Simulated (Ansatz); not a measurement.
**Ga (sc type): a single-point run**

Aim: a sound single-point run of Ga (sc type).

Computed with Ansatz 0.2.0 (DFT, PBEsol, PAW with Ansatz's default frozen-core files, scalar-relativistic, unless a step's input says otherwise).

## (1) The starting structure

The structure is cubic, space group Pm-3m (No. 221). Conventional cell: a = 2.219 Å, b = 2.219 Å, c = 2.219 Å, α = 90.00°, β = 90.00°, γ = 90.00°. Ga (site symmetry m-3m) is surrounded by 6 Ga at 2.22 Å.

Coordinates:

```
CELL_PARAMETERS angstrom
2.21879 0.00000 0.00000
0.00000 2.21879 0.00000
0.00000 0.00000 2.21879
ATOMIC_POSITIONS crystal
Ga 0.00000 0.00000 0.00000
```

## (2) The calculation

Input file input.yaml:

```yaml
crystal:
  lattice:
    - [2.2187942943, 0.0, 0.0]
    - [0.0, 2.2187942943, 0.0]
    - [0.0, 0.0, 2.2187942943]
  atoms:
    - { symbol: Ga, position: [0.0, 0.0, 0.0] }
kpoints:
  mp_grid: { grid: [15, 15, 15] }
scf:
  occupations: { method: fermi_dirac, width: 0.1 }
  max_iter: 100
hamiltonian:
  xc: pbesol
  pseudopotentials: { kind: paw }
output:
  forces: true
  stress: true
  eigenvalues: true
  populations: true
magnetization:
  spin_polarized: true
  initial_magnetization: 1
```

The run is started by

```sh
$ ansatz run input.yaml --threads 1 --pin off --max-ram 2048MiB --backend cpu --events-out ev --progress --plain --runs-dir out
```

Q: Will this input give a usable result? If not, why, and what should change?

The run converged and reported no error, with warnings (seeded moment not kept). It gives a pressure of 117 GPa, which is large; a structure far from rest gives such values too, whatever the setting.

In the input, magnetization.spin_polarized is true; magnetization.initial_magnetization is 1. A typed moment is only a start; here the run ends at the energy of the run without it (within 1 meV an atom), so the result stands.

No remedy is needed.
